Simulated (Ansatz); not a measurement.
# SnSe2 (1T): the cost of one run

Computed with Ansatz 0.2.0 (DFT PBE+D3(BJ), scalar-relativistic, plane waves, PAW, unless a step's input says otherwise).

### 1 The system as given

Symmetry: P-3m1, No. 164, trigonal system. Conventional cell: a = 3.508 Å, b = 3.508 Å, c = 5.649 Å, α = 90.00°, β = 90.00°, γ = 120.00°. Sn (site symmetry -3m) is surrounded by 6 Se at 2.47 Å. Around Se (site symmetry 3m) lie 3 Sn at 2.47 Å.

As a file:

```cif
data_structure
_symmetry_space_group_name_H-M 'P-3m1'
_symmetry_Int_Tables_number 164
_cell_length_a 3.5081
_cell_length_b 3.5081
_cell_length_c 5.6492
_cell_angle_alpha 90.000
_cell_angle_beta 90.000
_cell_angle_gamma 120.000
_cell_volume 60.21
loop_
_atom_site_label
_atom_site_type_symbol
_atom_site_symmetry_multiplicity
_atom_site_Wyckoff_symbol
_atom_site_fract_x
_atom_site_fract_y
_atom_site_fract_z
_atom_site_occupancy
Sn1 Sn 1 a 0.00000 0.00000 0.00000 1
Se1 Se 2 d 0.33333 0.66667 0.25000 1
```

### 2 Relaxing cell and atoms: SnSe2 (1T), no spin, 20 GPa, volume × 0.78

Input file input.yaml:

```yaml
crystal:
  lattice:
    - [3.5080880318, 0.0, 0.0]
    - [-1.7540440159, 3.0380933543, 0.0]
    - [0.0, 0.0, 5.6492091974]
  atoms:
    - { symbol: Sn, position: [0.0, 0.0, 0.0] }
    - { symbol: Se, position: [0.3333333333, 0.6666666667, 0.25] }
    - { symbol: Se, position: [0.6666666667, 0.3333333333, 0.75] }
scf:
  occupations: { method: gaussian, width: 0.05 }
output:
  forces: true
  stress: true
  eigenvalues: true
  write_density: true
  write_potential: true
  elf: true
  volumetric_format: npy
hamiltonian:
  xc: pbe
  dispersion: d3bj
basis:
  ecutwfc: 500
kpoints:
  mp_grid: { grid: [18, 18, 10] }
relax:
  f_tol: 0.002
  max_steps: 60
  cell: { stress_tol: 0.02, p_target: 20 }
```

The run is started by

```console
$ ansatz run input.yaml --threads 4 --pin off --max-ram 10240MiB --backend cpu --events-out ev --progress --plain --runs-dir out
```

What time and memory should one allow on 4 threads of Arm Neoverse N1, shared host?

About 2.8 min, with a peak of 0.88 GiB.
